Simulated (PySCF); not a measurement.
# H4LaO2 (La(H2O)23+): the cost of one run

Program: PySCF 2.14.0. Level of theory: several levels, as the steps say, no spin–orbit coupling. These are calculated values, not measurements.

2 further runs of the same task are left out: 2 for a known fault of the program.

## Step 1: The system as given

7 atoms, charge 3, spin multiplicity 1.

Bond lengths: La1–O2 2.382 Å, La1–O5 2.387 Å, O2–H3 0.992 Å, O2–H4 0.993 Å, O5–H6 0.993 Å, O5–H7 0.993 Å. Angles: O2–La1–O5 107.4°, La1–O2–H3 129.3°, La1–O2–H4 127.8°, H3–O2–H4 102.9°, La1–O5–H6 128.6°, La1–O5–H7 128.6°, H6–O5–H7 102.7°.

Coordinates:

```xyz
7
H4LaO2
La   -0.86967   -0.86967   -0.02272
O     0.10204    0.10169    1.92349
H     0.80199    0.80163    1.99449
H    -0.10285   -0.10337    2.87369
O     0.15534    0.15569   -1.91866
H     0.95700   -0.13999   -2.42525
H    -0.14042    0.95744   -2.42505
```

Formal oxidation states: La +3. An earlier session relaxed this geometry at B3LYP, La def2-SVP with ECP46, O def2-SVP, H def2-SVP (singlet, point group Cs).

At B3LYP on the finer grid: E = -183.187727 Eh, HOMO -25.36 eV, LUMO -18.37 eV, Mulliken charge on La1 +2.26 e, largest force component 0.012 eV/Å. 

Levels to run: wB97X; PBE0; M06-L; PBE; B3LYP, TZVP; B3LYP, x2c-SVP. Hardware: 2 threads of Arm Neoverse V1, shared host.

## Step 2: wB97X

run.py (the lines that set the calculation)

```python
mol = gto.M(atom='''
La    -0.86967    -0.86967    -0.02272
O      0.10204     0.10169     1.92349
H      0.80199     0.80163     1.99449
H     -0.10285    -0.10337     2.87369
O      0.15534     0.15569    -1.91866
H      0.95700    -0.13999    -2.42525
H     -0.14042     0.95744    -2.42505''',
    basis={'La': 'def2-SVP', 'O': 'def2-SVP', 'H': 'def2-SVP'},
    ecp={'La': 'def2-SVP'},
    charge=3, spin=0)
mf = dft.RKS(mol, xc='WB97X')
mf.grids.atom_grid = (75, 302)  # f atoms: unpruned, at least (60, 302)
mf = mf.density_fit()  # fitting sets: La def2-universal-JKFIT, O def2-universal-JKFIT, H def2-universal-JKFIT
mf.conv_tol = 1e-08; mf.max_cycle = 55
mf.kernel(dm0)  # dm0: the density of the relaxed state
```

The run is started by

```sh
$ OMP_NUM_THREADS=2 python run.py
```

**Question.** How long does this run take on 2 threads of Arm Neoverse V1, shared host?

About 3.6 s.
